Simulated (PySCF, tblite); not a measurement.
# C₄H₈FNSi₂: infrared bands and NMR shifts

What infrared bands and NMR shifts should C₄H₈FNSi₂ (`N#C[Si@@H]1[SiH2]CC[C@H]1F`) show?

Programs: tblite 0.8.0 and PySCF 2.14.0, with density-fitted response routines of our own. Each step states its level of theory. These are calculated values for one molecule in the gas phase, unless marked as measured. Atoms are numbered from 0 throughout.

## 1. Starting geometry

16 atoms, charge 0, multiplicity 1; geometry from: GFN2-xTB.

Bonds of the start (Å): N0–C1 1.15, C1–Si2 1.87, Si2–Si3 2.32, Si3–C4 1.92, C4–C5 1.53, C5–C6 1.53, C6–F7 1.39, C6–Si2 1.94, Si2–H8 1.46, Si3–H9 1.47, Si3–H10 1.47, C4–H11 1.09, C4–H12 1.09, C5–H13 1.09, C5–H14 1.09, C6–H15 1.10.

## 2. Vibrational analysis with GFN2-xTB

What the job is given:

```
{"job": {"kind": "ir", "xc": "GFN2-xTB", "basis": "xTB"}, "charge": 0, "multiplicity": 1}
N      3.548183    -1.255661     0.114536
C      2.563471    -0.852864     0.541776
Si     0.922121    -0.265593     1.216715
Si    -0.895775    -1.487498     0.442902
C     -1.507194    -0.057231    -0.676941
C     -0.329862     0.835935    -1.081290
C      0.485446     1.281424     0.129243
F     -0.292565     2.136761     0.908304
H      1.214695     0.176148     2.581296
H     -1.915345    -1.869379     1.423186
H     -0.541735    -2.666446    -0.356178
H     -2.016660    -0.412791    -1.572483
H     -2.230073     0.550171    -0.128272
H      0.342878     0.295381    -1.752477
H     -0.698983     1.717374    -1.613695
H      1.343799     1.883215    -0.188031
```

**Question.** This job is followed by: GIAO PBE0/pcSseg-1 NMR shielding, non-relativistic, gas phase. What will the session give for the following? strongest single infrared mode (GFN2-xTB); zero-point energy (GFN2-xTB); ¹³C shifts against TMS (PBE0/pcSseg-1); ¹H shifts against TMS (PBE0/pcSseg-1); ¹⁵N shifts against NH3 (PBE0/pcSseg-1); ²⁹Si shifts against TMS (PBE0/pcSseg-1); ¹⁹F shifts against CFCl3 (PBE0/pcSseg-1).

As calculated:

| quantity | value |
| --- | --- |
| strongest single infrared mode (GFN2-xTB) | 2249 cm⁻¹, 416 km/mol |
| zero-point energy (GFN2-xTB) | 67.6 kcal/mol |
| ¹³C shifts against TMS (PBE0/pcSseg-1) | 123.5, 96.6, 35.9, 11.0 ppm |
| ¹H shifts against TMS (PBE0/pcSseg-1) | 5.70, 4.55, 4.09, 4.04, 2.87, 1.56, 1.42, 1.41 ppm |
| ¹⁵N shifts against NH3 (PBE0/pcSseg-1) | 370.7 ppm |
| ²⁹Si shifts against TMS (PBE0/pcSseg-1) | -67.1, -69.3 ppm |
| ¹⁹F shifts against CFCl3 (PBE0/pcSseg-1) | -241.3 ppm |

What this shows: No mode is imaginary among the 42: a minimum at this level. The strongest single mode, at 2249 cm⁻¹, moves mainly H8. GFN2-xTB is a fitted tight-binding method: band positions and strengths are rough. Its intensities can rank the bands wrongly. The most deshielded carbon is C1 (nitrile carbon), at 123.5 ppm: typical of a nitrile. The most deshielded hydrogen is H15 (hydrogen on an sp3 CH bonded to F and Si), at 5.70 ppm: its carbon carries F, an electronegative neighbour. At PBE0/pcSseg-1: Shielding is most anisotropic at N0 (span 590 ppm, paramagnetic term -440 ppm).
